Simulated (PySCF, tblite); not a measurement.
# C₄H₇N₃OSi: geometry, infrared bands and NMR shifts

Wanted: the infrared bands and NMR shifts of C₄H₇N₃OSi (`CC(=O)c1cn([SiH3])nn1`), by calculation.

Computed with tblite 0.8.0 and PySCF 2.14.0, with density-fitted response routines of our own, on a single molecule in the gas phase. Atoms are numbered from 0 throughout.

## 1. Starting geometry

16 atoms, charge 0, multiplicity 1; geometry from: force field or distance geometry start.

Bonds of the start (Å): C0–C1 1.50, C1–O2 1.23, C1–C3 1.46, C3–C4 1.37, C4–N5 1.34, N5–Si6 1.80, N5–N7 1.33, N7–N8 1.31, N8–C3 1.36, C0–H9 1.11, C0–H10 1.10, C0–H11 1.12, C4–H12 1.09, Si6–H13 1.47, Si6–H14 1.49, Si6–H15 1.47.

## 2. Relaxing the molecule with GFN2-xTB

The job: settings as JSON, then the geometry in Å.

```
{"job": {"kind": "relax", "xc": "GFN2-xTB", "basis": "xTB"}, "charge": 0, "multiplicity": 1}
C     -3.128200     0.105400     0.651100
C     -1.990900     0.181900    -0.321000
O     -2.186800     0.360900    -1.523000
C     -0.624200     0.031200     0.179600
C      0.571100     0.049100    -0.493800
N      1.553400    -0.139500     0.404400
Si     3.308500    -0.187300     0.030000
N      1.020100    -0.274200     1.614400
N     -0.284000    -0.184200     1.474400
H     -3.808100    -0.756500     0.460100
H     -3.716500     1.035900     0.575800
H     -2.713400     0.056100     1.689700
H      0.674500     0.200800    -1.570700
H      3.509300    -0.527500    -1.382100
H      3.836300     1.177500     0.317000
H      3.971200    -1.120600     0.952600
```

Run with:

```sh
> OMP_NUM_THREADS=1 python probes_run.py task.json out
```

The driver reads the jobs from task.json and runs them one after another.

**Question.** This job is followed by: GFN2-xTB harmonic vibrations, gas phase; GIAO PBE0/pcSseg-1 NMR shielding, non-relativistic, gas phase. What will the session give for the following? strongest single infrared mode (GFN2-xTB); zero-point energy (GFN2-xTB); 13C shifts against TMS (PBE0/pcSseg-1); 1H shifts against TMS (PBE0/pcSseg-1, means over atoms taken as alike); 17O shifts against H2O (PBE0/pcSseg-1); 15N shifts against NH3 (PBE0/pcSseg-1); 29Si shifts against TMS (PBE0/pcSseg-1).

**Answer**, as computed:

| quantity | value |
| --- | --- |
| strongest single infrared mode (GFN2-xTB) | 787 cm⁻¹, 375 km/mol |
| zero-point energy (GFN2-xTB) | 67.3 kcal/mol |
| 13C shifts against TMS (PBE0/pcSseg-1) | 197.8, 154.6, 137.3, 31.2 ppm |
| 1H shifts against TMS (PBE0/pcSseg-1, means over atoms taken as alike) | 8.34, 5.37, 2.92 ppm |
| 17O shifts against H2O (PBE0/pcSseg-1) | 641.9 ppm |
| 15N shifts against NH3 (PBE0/pcSseg-1) | 418.6, 400.2, 259.5 ppm |
| 29Si shifts against TMS (PBE0/pcSseg-1) | -48.0 ppm |

In words: Relaxing lowered the energy by 0.315 eV in 110 steps; the close pair that moved most is N7–N8, from 1.315 to 1.263 Å. All 42 modes are real, so the xTB geometry is a minimum. The strongest single mode, at 787 cm⁻¹, moves mainly H14 and H13. GFN2-xTB is a fitted tight-binding method: band positions and strengths are rough. Its intensities can rank the bands wrongly. C1 (ketone carbonyl carbon) lies farthest downfield among carbon, at 197.8 ppm; the double bond to the heteroatom, with no lone-pair donor beside it, deshields it most. At PBE0/pcSseg-1: The largest span, 1234 ppm, is at O2, where the paramagnetic term is -707 ppm. NICS(1)zz of -32 ppm above the planar ring from C3 marks a diatropic (aromatic) ring current.
